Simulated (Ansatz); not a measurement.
# CHNSe: the cost of one run

Program: Ansatz 0.2.0, Gaussian basis. Level of theory: the settings change from run to run. These are calculated values, not measurements.

### Step 1. The relaxed structure

The geometry comes from an earlier relaxation with PBE0-D4 in a triple-zeta def2 set; it is a stationary point.

SMILES `N=C=[Se]`, 4 atoms, charge 0, spin multiplicity 1.

Atoms are counted from 1 here; the program's logs count them from 0.

Bond lengths: N1–C2 1.192 Å, N1–H4 1.003 Å, C2–Se3 1.713 Å. Angles: C2–N1–H4 136.0°, N1–C2–Se3 174.8°.

### Step 2. r2SCAN/cc-pVTZ

Options: charge +1, multiplicity 2, relativity set to scalar, high accuracy.

The input, in.yaml:

```yaml
crystal:
  periodic: [false, false, false]
  atoms:
    - {symbol: N, position_ang: [-0.418413, 0.463381, -0.563075]}
    - {symbol: C, position_ang: [0.334675, -0.176739, 0.102537]}
    - {symbol: Se, position_ang: [1.527334, -1.062856, 0.954396]}
    - {symbol: H, position_ang: [-1.388096, 0.715915, -0.514160]}
basis:
  gaussian: {orbitals: cc-pVTZ}
total_charge: 1
magnetization: {spin_polarized: true, initial_magnetization: 1}
hamiltonian: {xc: {name: r2SCAN}, pseudopotentials: {relativity: scalar}}
accuracy: high
```

Run with:

```bash
ansatz run in.yaml --threads 2 --pin off --events-out ev --progress --plain --max-ram 4352MiB
```

Q: Estimate wall time and peak memory on 2 threads of Arm Neoverse V2, shared host.

About 24 s, with a peak of 0.42 GiB.
